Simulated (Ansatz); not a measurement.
# Si3C: the cost of one run

Program: Ansatz 0.2.0. Level of theory: plane waves, PAW. These are calculated values, not measurements.

4 further runs of the same task are left out: 4 that didn't finish.

**1. The starting structure**

The structure is trigonal, space group R3m (No. 160). The conventional cell has a = 3.397 Å, b = 3.397 Å, c = 17.613 Å, α = 90.00°, β = 90.00°, γ = 120.00°. Around C (site symmetry 3m) lie 4 Si at 1.91 to 2.04 Å. Si (site symmetry 3m) is surrounded by 4 Si at 2.23 to 2.34 Å. Si (site symmetry 3m) is surrounded by 3 C at 2.04 Å and 1 Si at 2.34 Å. Si (site symmetry 3m) is surrounded by 1 C at 1.91 Å.

As a file:

```
C Si
1.0
     1.69861    0.98069    5.87092
    -1.69861    0.98069    5.87092
     0.00000   -1.96139    5.87092
C Si
1 3
Direct
  0.99897 0.99897 0.99897
  0.49662 0.49662 0.49662
  0.36388 0.36388 0.36388
  0.89053 0.89053 0.89053
```

The cell was relaxed beforehand with r2SCAN; those runs aren't shown.

**2. PBE, anion s p, 6×6×6**

input.yaml

```yaml
crystal:
  lattice:
    - [1.6986113246, 0.9806937055, 5.8709154094]
    - [-1.6986113246, 0.9806937055, 5.8709154094]
    - [0.0, -1.961387411, 5.8709154094]
  atoms:
    - { symbol: C, position: [0.9989692349, -0.0010307651, -0.0010307651] }
    - { symbol: Si, position: [0.4966196746, 0.4966196746, 0.4966196746] }
    - { symbol: Si, position: [0.3638779033, 0.3638779033, 0.3638779033] }
    - { symbol: Si, position: [0.8905331871, 0.8905331871, 0.8905331871] }
kpoints:
  mp_grid: { grid: [8, 8, 8] }
  band_path:
    path:
      - [[0.0, 0.0, 0.0], [-0.5, -0.5, -0.5], [-0.5, -0.1852688478795, -0.8147311521205]]
      - [[-0.1852688478795, 0.1852688478795, -0.5], [-4.386323267215e-17, 1.328342496314e-16, -0.5], [0.0, 0.0, 0.0], [-1.146352846677e-16, 0.3426344239398, -0.3426344239398]]
      - [[-0.3426344239398, 1.243105134199e-16, -0.6573655760602], [-0.5, 1.243105134199e-16, -0.5], [0.0, 0.0, 0.0]]
    npoints: 10
hamiltonian:
  xc: pbe
scf:
  occupations: { method: fermi_dirac, width: 0.02 }
  n_extra_bands: 6
output:
  forces: false
  stress: false
  eigenvalues: true
  wannier:
    kmesh: [6, 6, 6]
    projections: [{ species: C, l: s, shell: 2 }, { species: C, l: p, shell: 2 }]
    minimise: true
    write_hr: true
    conv_tol: 1.0e-08
    max_iter: 3000
```

On the command line:

```console
> ansatz run input.yaml --threads 4 --pin off --max-ram 3686MiB --backend cpu --events-out ev --progress --plain --runs-dir out
```

**Question.** How long does this run take on 4 threads of Arm Neoverse V2, shared host, and how much memory does it need?

About 2.3 s, with a peak of 0.37 GiB.
